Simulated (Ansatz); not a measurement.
# CH₆AlNSe, SMILES NC[Se][AlH2]: a single point from an input written key by key

Program: Ansatz 0.2.0 through its Python package.

Script `deck_ch6alnse.py`:
```python
import ansatz as az

DECK = '''
crystal:
  periodic: [false, false, false]
  atoms:
    - { symbol: 'N', position_ang: [-0.8217, 1.2654, 0.5616] }
    - { symbol: C, position_ang: [-0.094, 0.2368, 1.1572] }
    - { symbol: Se, position_ang: [-0.8, -1.4945, 0.5614] }
    - { symbol: Al, position_ang: [0.4871, -1.4494, -1.5312] }
    - { symbol: H, position_ang: [-0.6474, 1.3277, -0.4891] }
    - { symbol: H, position_ang: [-0.5308, 2.2314, 0.9468] }
    - { symbol: H, position_ang: [-0.1682, 0.2957, 2.2664] }
    - { symbol: H, position_ang: [1.0253, 0.3637, 0.8962] }
    - { symbol: H, position_ang: [-0.2628, -0.7782, -2.7683] }
    - { symbol: H, position_ang: [1.8957, -2.0499, -1.5981] }
basis:
  gaussian: { orbitals: def2-SVP }
hamiltonian:
  xc: r2scan
'''

session = az.Session.from_yaml(DECK)
r = session.plan(threads=1).execute().report

print(f'E = {r["free_energy_ev"]:.6f} eV = {r["free_energy_ev"] / 27.211386246:.7f} Ha')
print('converged:', r['converged'], ' doubts:', r['published_state_doubts'] or 'none')
symbols = ['N', 'C', 'Se', 'Al', 'H', 'H', 'H', 'H', 'H', 'H']
state = r['mean_field']['state']
print(f'mean field: {state["energy"]["hartree"]:.7f} Ha, <S^2> = {abs(state["spin_squared"]):.4f}, stability: {state.get("stability", {}).get("kind")}')
```

```console
$ python deck_ch6alnse.py
E = -74556.441966 eV = -2739.8987061 Ha
converged: True  doubts: none
mean field: -2739.8987061 Ha, <S^2> = 0.0000, stability: minimum
```

Total energies depend on the basis set; only differences at equal settings carry meaning. The geometry is a force-field or estimated start, not a minimum of this method, and the basis set is short of its limit. Timing: 3.8 s on 1 thread of Intel(R) Xeon(R) 6975P-C (Granite Rapids), with other jobs on the host, peak memory 0.21 GiB.
